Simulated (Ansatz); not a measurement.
# AlH7N2O: the cost of one run

Method: RKS B3LYP-D4/def2-SVP, in Ansatz 0.2.0.

**1. The structure to begin with**

Bond lengths: Al1–N3 1.920 Å, N3–H4 1.060 Å, N3–H5 1.060 Å, Al1–N6 1.920 Å, N6–H7 1.060 Å, N6–H8 1.060 Å, Al1–O9 2.080 Å, O9–H10 1.010 Å. Angles: Al1–N3–H4 120.0°, Al1–N3–H5 120.0°, H4–N3–H5 120.0°, N3–Al1–N6 120.0°, N3–Al1–O9 96.8°, N6–Al1–O9 101.3°, Al1–N6–H7 120.0°, Al1–N6–H8 120.0°, H7–N6–H8 120.0°, Al1–O9–H10 109.5°.

As a file:

```xyz
11

Al    0.0000    0.0000    0.0000
H     0.0000    0.0000    1.9100
N     1.6627    0.0000   -0.9600
H     2.1293   -0.9179   -1.2118
H     2.1141    0.9179   -1.2382
N    -1.6627    0.0000   -0.9600
H    -2.3316   -0.8164   -0.8614
H    -1.9118    0.8164   -1.5886
O     0.0932    1.9717    0.6559
H     0.4919    2.0000    1.5834
H     0.0471    0.9963    1.8084
```

**2. A restrained relaxation towards end A**

Springs on the bonds that form and break draw the guess towards this end; the thresholds are loose.

The input, input.yaml:

```yaml
crystal:
  periodic: [false, false, false]
  atoms:
    - { symbol: Al, position_ang: [0.0, 0.0, 0.0] }
    - { symbol: H, position_ang: [0.0, 0.0, 1.91] }
    - { symbol: "N", position_ang: [1.6627, 0.0, -0.96] }
    - { symbol: H, position_ang: [2.1293, -0.9179, -1.2118] }
    - { symbol: H, position_ang: [2.1141, 0.9179, -1.2382] }
    - { symbol: "N", position_ang: [-1.6627, 0.0, -0.96] }
    - { symbol: H, position_ang: [-2.3316, -0.8164, -0.8614] }
    - { symbol: H, position_ang: [-1.9118, 0.8164, -1.5886] }
    - { symbol: O, position_ang: [0.0932, 1.9717, 0.6559] }
    - { symbol: H, position_ang: [0.4919, 2.0, 1.5834] }
    - { symbol: H, position_ang: [0.0471, 0.9963, 1.8084] }
basis:
  gaussian: { orbitals: def2-SVP }
hamiltonian:
  xc: b3lyp
  dispersion: d4
relax:
  f_tol: 0.15
  max_steps: 25
  restrain:
    - { distance: [0, 8], at: 2.98, k: 30.0 }
    - { distance: [10, 1], at: 1.86, k: 30.0 }
    - { distance: [0, 1], at: 1.56, k: 30.0 }
    - { distance: [10, 8], at: 1.01, k: 30.0 }
```

Run with:

```bash
ansatz run input.yaml --threads 2 --pin off --max-ram 3072MiB --backend cpu --events-out ev --progress --plain --runs-dir out
```

**Question.** How long does this run take on 2 threads of Arm Neoverse V1, shared host, and how much memory does it need?

About 35 s, with a peak of 0.17 GiB.
